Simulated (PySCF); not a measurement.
# Solver options tried on HgC (triplet)

Do solver options change the result for HgC (triplet), or only the number of cycles?

Computed with PySCF 2.14.0. Level: each script names its method and basis.

3 further runs of the same task are left out: 1 for a known fault of the program, 2 that didn't finish.

### Step 1. The system as given

HgC (triplet): 2 atoms, charge 0, spin multiplicity 3.

Bond lengths: Hg1–C2 2.398 Å.

### Step 2. Base script

The input, input.py:

```python
from pyscf import gto, scf

mol = gto.M(
    atom='Hg 0 0 0; C 0 0 2.398',
    basis='jorge-dzp',
    charge=0,
    spin=2,
    verbose=4,
)
mf = scf.UHF(mol)
mf = mf.newton()
mf.kernel()
mf.stability(internal=True, external=True)
mf.dip_moment()
print('orbital energies (hartree):', [e[max(0, n-3):n+3].round(4) for e, n in zip(mf.mo_energy, mol.nelec)])
```

The run is started by

```bash
$ OMP_NUM_THREADS=1 python input.py
```

Its log is not repeated here.

It gives: E(SCF) = -18426.500288 Eh, 5 macro-iterations, ⟨S²⟩ = 2.600, μ = 4.06 D, internal stable; real -> complex stable; UHF/UKS -> GHF/GKS stable.

⟨S²⟩ = 2.60 against 2.00 for a pure state: the determinant is spin-contaminated. No relativity is included for the heavy element. The bond length is a typed value, not an optimised one. The triplet is typed in the script; nothing here shows that it is the ground state.

### Step 3. Damping 0.5

Variant 1 changes damping: none → 0.5.

The input, input.py:

```python
from pyscf import gto, scf

mol = gto.M(
    atom='Hg 0 0 0; C 0 0 2.398',
    basis='jorge-dzp',
    charge=0,
    spin=2,
    verbose=4,
)
mf = scf.UHF(mol)
mf.damp = 0.5
mf.diis_start_cycle = 8
mf = mf.newton()
mf.kernel()
mf.stability(internal=True, external=True)
mf.dip_moment()
print('orbital energies (hartree):', [e[max(0, n-3):n+3].round(4) for e, n in zip(mf.mo_energy, mol.nelec)])
```

The run is started by

```bash
$ OMP_NUM_THREADS=1 python input.py
```

### Step 4. DIIS space 20

Variant 2 changes DIIS space: default → 20.

Changes to input.py since step 2:

```diff
@@ -10,2 +10,3 @@
 mf = scf.UHF(mol)
+mf.diis_space = 20
 mf = mf.newton()
```

### Step 5. Convergence threshold 1e-13 hartree

Variant 3 changes convergence threshold: default → 1e-13 hartree.

Changes to input.py since step 2:

```diff
@@ -10,2 +10,3 @@
 mf = scf.UHF(mol)
+mf.conv_tol = 1e-13
 mf = mf.newton()
```

Before running it: what results should come out? Wanted: for each run, E(SCF); from base; gap, α spin; SCF dipole; after the SCF.

As calculated:

| run | E(SCF) (hartree) | from base (eV) | cycles | gap, α spin (eV) | SCF dipole (D) | after the SCF |
| --- | --- | --- | --- | --- | --- | --- |
| base | -18426.500288 | 0 | 5 macro | 8.53 | 4.06 | stable |
| damping 0.5 | -18426.500288 | 0.0000 | 5 macro | 8.53 | 4.06 | stable |
| DIIS space 20 | -18426.500288 | 0.0000 | 5 macro | 8.53 | 4.06 | stable |
| convergence threshold 1e-13 hartree | -18426.500288 | 0.0000 | 5 macro | 8.53 | 4.06 | stable |

Distance from each run's final energy (log10 hartree) by cycle:

| run | cycle 1 | cycle 2 | cycle 3 | cycle 5 | cycle 8 | cycle 12 |
| --- | --- | --- | --- | --- | --- | --- |
| base | -2.2 | -3.3 | -4.5 | < -11 | done | done |
| damping 0.5 | -2.2 | -3.3 | -4.5 | < -11 | done | done |
| DIIS space 20 | -2.2 | -3.3 | -4.5 | < -11 | done | done |
| convergence threshold 1e-13 hartree | -2.2 | -3.3 | -4.5 | < -11 | done | done |

In words: With damping 0.5 or DIIS space 20 or convergence threshold 1e-13 hartree the SCF ends at the base energy. The cycles with damping 0.5 or DIIS space 20 repeat those of the base digit for digit, so the setting never acted.
